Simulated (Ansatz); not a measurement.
# BFH2OSi: the cost of one run

Method: RKS PBE-D4/6-31G*, in Ansatz 0.2.0.

### 1 The system as given

Bond lengths: F1–B2 1.486 Å, B2–O3 1.459 Å, B2–Si4 1.984 Å, O3–Si4 1.581 Å, Si4–H5 1.470 Å, Si4–H6 1.517 Å. Angles: F1–B2–O3 147.2°, F1–B2–Si4 143.1°, O3–B2–Si4 52.0°, B2–O3–Si4 81.4°, B2–Si4–O3 46.6°, B2–Si4–H5 119.7°, B2–Si4–H6 116.2°, O3–Si4–H5 113.7°, O3–Si4–H6 111.7°, H5–Si4–H6 123.0°.

Structure file:

```xyz
6

F     0.2844   -2.4391    0.5976
B     0.2628   -0.9548    0.6535
O     1.0030    0.2901    0.4795
Si   -0.2862    0.6620   -0.3562
H    -0.0527    0.7301   -1.8060
H    -1.1693    1.6476    0.3855
```

### 2 End point A

The input, input.yaml:

```yaml
crystal:
  periodic: [false, false, false]
  atoms:
    - { symbol: F, position_ang: [0.2844, -2.4391, 0.5976] }
    - { symbol: B, position_ang: [0.2628, -0.9548, 0.6535] }
    - { symbol: O, position_ang: [1.003, 0.2901, 0.4795] }
    - { symbol: Si, position_ang: [-0.2862, 0.662, -0.3562] }
    - { symbol: H, position_ang: [-0.0527, 0.7301, -1.806] }
    - { symbol: H, position_ang: [-1.1693, 1.6476, 0.3855] }
basis:
  gaussian: { orbitals: "6-31G*" }
hamiltonian:
  xc: pbe
  dispersion: d4
relax:
  f_tol: 0.02
  max_steps: 50
```

Run with:

```
$ ansatz run input.yaml --threads 1 --pin off --max-ram 2048MiB --backend cpu --events-out ev --progress --plain --runs-dir out
```

Q: Estimate wall time and peak memory on 1 thread of Arm Neoverse V2, shared host.

About 15 s, with a peak of 0.15 GiB.
